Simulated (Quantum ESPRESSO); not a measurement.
# Ti2CdSn3Au3 (P-62m) in Quantum ESPRESSO: reference runs

How does Ti2CdSn3Au3 come out in PBE? The cell is run as given.

Everything below comes from runs of Quantum ESPRESSO 7.5. Logs are shortened: lines on timing, memory, paths and dates and some standing lists are left out, and cuts for length are marked.

## Step 1: The structure

Symmetry: P-62m, No. 189, hexagonal system. The conventional cell has a = 7.213 Å, b = 7.213 Å, c = 4.359 Å, α = 90.00°, β = 90.00°, γ = 120.00°. Ti (site symmetry -6) has 3 Sn at 2.76 Å and 6 Au at 3.07 Å as nearest neighbours. Cd (site symmetry -62m) has 6 Sn at 2.82 Å and 3 Au at 3.03 Å as nearest neighbours. Around Sn (site symmetry m2m) lie 2 Ti at 2.76 Å and 2 Cd at 2.82 Å and 2 Sn at 3.11 Å. Au (site symmetry m2m) is surrounded by 1 Cd at 3.03 Å and 4 Ti at 3.07 Å and 6 Sn at 3.24 to 3.42 Å.

The cell was built by a generator and needn't be a form met in nature.

## Step 2: Single point, PBE

Input file pw.in:

```
&CONTROL
  calculation = 'scf'
  prefix = 'pwscf'
  outdir = './tmp'
  pseudo_dir = './pseudo'
  tprnfor = .true.
  tstress = .true.
  disk_io = 'nowf'
/
&SYSTEM
  ibrav = 0
  nat = 9
  ntyp = 4
  ecutwfc = 60
  ecutrho = 480
  nbnd = 85
  occupations = 'smearing'
  smearing = 'fd'
  degauss = 0.00367493
/
&ELECTRONS
  conv_thr = 1.8d-09
  electron_maxstep = 120
  mixing_beta = 0.5
/
ATOMIC_SPECIES
Ti    47.8670 ti_pbe_v1.4.uspp.F.UPF
Cd   112.4140 Cd.pbe-dn-rrkjus_psl.0.3.1.UPF
Sn   118.7100 Sn_pbe_v1.uspp.F.UPF
Au   196.9666 Au_ONCV_PBE-1.0.oncvpsp.upf
CELL_PARAMETERS angstrom
   7.2130615500    0.0000000000    0.0000000000
  -3.6065307800    6.2466945400    0.0000000000
   0.0000000000    0.0000000000    4.3592110300
ATOMIC_POSITIONS crystal
Ti     0.3333333300    0.6666666700    0.0000000000
Ti     0.6666666700    0.3333333300    0.0000000000
Cd     0.0000000000    0.0000000000    0.5000000000
Sn     0.7512000200    0.0000000000    0.0000000000
Sn     0.2487999800    0.2487999800    0.0000000000
Sn     0.0000000000    0.7512000200    0.0000000000
Au     0.4197000000    0.0000000000    0.5000000000
Au     0.5803000000    0.5803000000    0.5000000000
Au     0.0000000000    0.4197000000    0.5000000000
K_POINTS automatic
5 5 6 0 0 0
```

Potentials or basis: SSSP 1.3 efficiency PBE.

Launch:

```console
> OMP_NUM_THREADS=1 pw.x -in pw.in > pw.out
```

pw.out:

```text
This program is part of the open-source Quantum ESPRESSO suite
     for quantum simulation of materials; please cite
         "P. Giannozzi et al., J. Phys.:Condens. Matter 21 395502 (2009);
         "P. Giannozzi et al., J. Phys.:Condens. Matter 29 465901 (2017);
         "P. Giannozzi et al., J. Chem. Phys. 152 154105 (2020);
     in publications or presentations arising from this work. More details at

     file Cd.pbe-dn-rrkjus_psl.0.3.1.UPF: wavefunction(s)  4D renormalized
     Message from routine setup:
     using ibrav=0 with symmetry is DISCOURAGED, use correct ibrav instead

     G-vector sticks info
     --------------------
     sticks:   dense  smooth     PW     G-vecs:    dense   smooth      PW
     Sum        6157    3079    859               235605    83243   12387

     Using Slab Decomposition

     bravais-lattice index     =            0
     lattice parameter (alat)  =      13.6307  a.u.
     unit-cell volume          =    1325.4837 (a.u.)^3
     number of atoms/cell      =            9
     number of atomic types    =            4
     number of electrons       =       135.00
     number of Kohn-Sham states=           85
     kinetic-energy cutoff     =      60.0000  Ry
     charge density cutoff     =     480.0000  Ry
     scf convergence threshold =      1.8E-09
     mixing beta               =       0.5000
     number of iterations used =            8  plain     mixing
     Exchange-correlation= PBE
                           (   1   4   3   4   0   0   0)

     celldm(1)=  13.630711  celldm(2)=   0.000000  celldm(3)=   0.000000
     celldm(4)=   0.000000  celldm(5)=   0.000000  celldm(6)=   0.000000

     crystal axes: (cart. coord. in units of alat)
               a(1) = (   1.000000   0.000000   0.000000 )
               a(2) = (  -0.500000   0.866025   0.000000 )
               a(3) = (   0.000000   0.000000   0.604350 )

     reciprocal axes: (cart. coord. in units 2 pi/alat)
               b(1) = (  1.000000  0.577350 -0.000000 )
               b(2) = (  0.000000  1.154701  0.000000 )
               b(3) = (  0.000000 -0.000000  1.654671 )

     PseudoPot. # 1 for Ti read from file:
     ti_pbe_v1.4.uspp.F.UPF
     Pseudo is Ultrasoft + core correction, Zval = 12.0
     Generated by new atomic code, or converted to UPF format
     Using radial grid of  851 points,  6 beta functions with:
                l(1) =   0
                l(2) =   0
                l(3) =   1
                l(4) =   1
                l(5) =   2
                l(6) =   2
     Q(r) pseudized with  6 coefficients,  rinner =    1.000   1.000   1.000
[... 62 lines left out ...]
         9        Au     tau(   9) = (  -0.2098500   0.3634709   0.3021748  )

     number of k points=    20  Fermi-Dirac smearing, width (Ry)=  0.0037
                       cart. coord. in units 2pi/alat
        k(    1) = (   0.0000000   0.0000000   0.0000000), wk =   0.0133333
        k(    2) = (   0.0000000   0.0000000   0.2757786), wk =   0.0266667
        k(    3) = (   0.0000000   0.0000000   0.5515571), wk =   0.0266667
        k(    4) = (   0.0000000   0.0000000  -0.8273357), wk =   0.0133333
        k(    5) = (   0.0000000   0.2309401   0.0000000), wk =   0.0800000
        k(    6) = (   0.0000000   0.2309401   0.2757786), wk =   0.1600000
[... 12 lines left out ...]
        k(   19) = (   0.2000000   0.5773503   0.5515571), wk =   0.1600000
        k(   20) = (   0.2000000   0.5773503  -0.8273357), wk =   0.0800000

     Dense  grid:   235605 G-vectors     FFT dimensions: (  96,  96,  60)

     Smooth grid:    83243 G-vectors     FFT dimensions: (  72,  72,  45)

     Check: negative core charge=   -0.000003

     Initial potential from superposition of free atoms

     starting charge     129.9946, renormalised to     135.0000

     negative rho (up, down):  2.673E-03 0.000E+00
     Starting wfcs are   86 randomized atomic wfcs

     Self-consistent Calculation

     iteration #  1     ecut=    60.00 Ry     beta= 0.50
     Davidson diagonalization with overlap
     ethr =  1.00E-02,  avg # of iterations =  5.7

     total energy              =   -1639.70656159 Ry
     estimated scf accuracy    <      53.57516994 Ry
[... 136 lines left out ...]
     iteration # 17     ecut=    60.00 Ry     beta= 0.50
     Davidson diagonalization with overlap
     ethr =  1.81E-11,  avg # of iterations =  2.0

     negative rho (up, down):  7.966E-04 0.000E+00

     End of self-consistent calculation

          k = 0.0000 0.0000 0.0000 ( 10413 PWs)   bands (ev):

   -92.1882 -92.1881 -92.1881 -44.0954 -44.0947 -43.5092 -43.5088 -43.5088
   -43.4819 -43.4797 -43.4797 -43.4450 -43.4450 -43.4438 -20.5189 -20.5188
   -20.2706 -20.2706 -20.2650 -20.2650  -8.2944  -8.2563  -8.2401  -8.2401
    -8.1956  -8.1956  -8.1437  -8.1364  -8.1364  -8.1163  -8.1163  -8.0933
    -8.0721  -8.0721  -8.0576   2.4533   3.7713   3.7713   3.8927   3.8927
     3.9551   6.1062   6.1062   7.5631   8.2948   8.2948   8.7464   9.0271
     9.0271   9.1685   9.2618   9.2618   9.4881   9.4881   9.5644   9.5691
     9.5691   9.6629   9.9669  10.6746  10.6746  10.9925  11.5384  12.2697
    12.9860  12.9860  13.3647  13.3846  13.3846  13.9269  13.9269  14.3826
    14.3826  14.8670  16.5276  16.5276  16.5579  16.5579  16.9260  17.0459
    17.0459  17.0634  17.4492  17.4492  19.5881
[... 255 lines left out ...]
   -92.1882 -92.1882 -92.1881 -44.0952 -44.0948 -43.5091 -43.5087 -43.5085
   -43.4818 -43.4810 -43.4796 -43.4450 -43.4445 -43.4443 -20.5226 -20.5222
   -20.2702 -20.2681 -20.2668 -20.2647  -8.2844  -8.2724  -8.2418  -8.2388
    -8.1914  -8.1910  -8.1346  -8.1329  -8.1306  -8.1210  -8.1206  -8.0967
    -8.0700  -8.0689  -8.0487   3.4453   3.4511   3.8651   3.9571   3.9637
     4.0637   6.5194   6.6618   7.0042   8.1695   8.5155   8.7753   8.9745
     9.0519   9.1003   9.3055   9.3778   9.4379   9.4646   9.4723   9.6515
     9.7147   9.7181   9.7854   9.8949  10.0802  10.9376  11.6267  11.7432
    11.8092  13.0467  13.2020  13.2351  13.3669  13.6311  13.9447  14.1795
    14.2044  14.5185  14.6291  14.8662  15.5694  15.7410  15.7937  16.8013
    17.1954  17.3674  18.1726  18.5698  19.3330

     the Fermi energy is    13.2906 ev

!    total energy              =   -1674.33152132 Ry
     estimated scf accuracy    <          1.4E-10 Ry
     smearing contrib. (-TS)   =      -0.00749373 Ry
     internal energy E=F+TS    =   -1674.32402760 Ry

     The total energy is F=E-TS. E is the sum of the following terms:
     one-electron contribution =    -635.42784429 Ry
     hartree contribution      =     385.83451135 Ry
     xc contribution           =    -297.71737920 Ry
     ewald contribution        =   -1127.01331546 Ry

     convergence has been achieved in  17 iterations

     negative rho (up, down):  7.966E-04 0.000E+00

     Forces acting on atoms (cartesian axes, Ry/au):

     atom    1 type  1   force =     0.00000000    0.00000000    0.00000000
     atom    2 type  1   force =     0.00000000    0.00000000    0.00000000
     atom    3 type  2   force =     0.00000000   -0.00000000    0.00000000
     atom    4 type  3   force =    -0.04941931   -0.00000000    0.00000000
     atom    5 type  3   force =     0.02470966    0.04279838    0.00000000
     atom    6 type  3   force =     0.02470966   -0.04279838    0.00000000
     atom    7 type  4   force =     0.00092725    0.00000000    0.00000000
     atom    8 type  4   force =    -0.00046362   -0.00080302    0.00000000
     atom    9 type  4   force =    -0.00046362    0.00080302    0.00000000

     Total force =     0.085612     Total SCF correction =     0.000023

     Computing stress (Cartesian axis) and pressure

     negative rho (up, down):  7.966E-04 0.000E+00
          total   stress  (Ry/bohr**3)                   (kbar)     P=       10.28
   0.00014705   0.00000000  -0.00000000           21.63        0.00       -0.00
   0.00000000   0.00014705  -0.00000000            0.00       21.63       -0.00
  -0.00000000  -0.00000000  -0.00008439           -0.00       -0.00      -12.41

=------------------------------------------------------------------------------=
   JOB DONE.
=------------------------------------------------------------------------------=
```

It took 11 min on 1 thread of Intel Xeon Platinum 8488C (Sapphire Rapids), shared host; peak memory 1.2 GiB.

What came out:

```
Free energy            : -22780.4409 eV
Pressure               : 1.0 GPa
Largest force          : 1.271 eV/Å
Band gap on the k mesh : none (metal or under the smearing width)
```

Forces in eV/Å, atoms in the order of the input:
```
Ti   0.000  0.000  0.000
Ti   0.000  0.000  0.000
Cd   0.000  0.000  0.000
Sn  -1.271  0.000  0.000
Sn   0.635  1.100  0.000
Sn   0.635 -1.100  0.000
Au   0.024  0.000  0.000
Au  -0.012 -0.021  0.000
Au  -0.012  0.021  0.000
```

Stress tensor (GPa, compression positive):
```
 2.16  0.00  0.00
 0.00  2.16  0.00
 0.00  0.00 -1.24
```

Caveat: forces of over 1 eV/Å show positions far from the minimum, so gaps and moduli don't describe the material at rest.
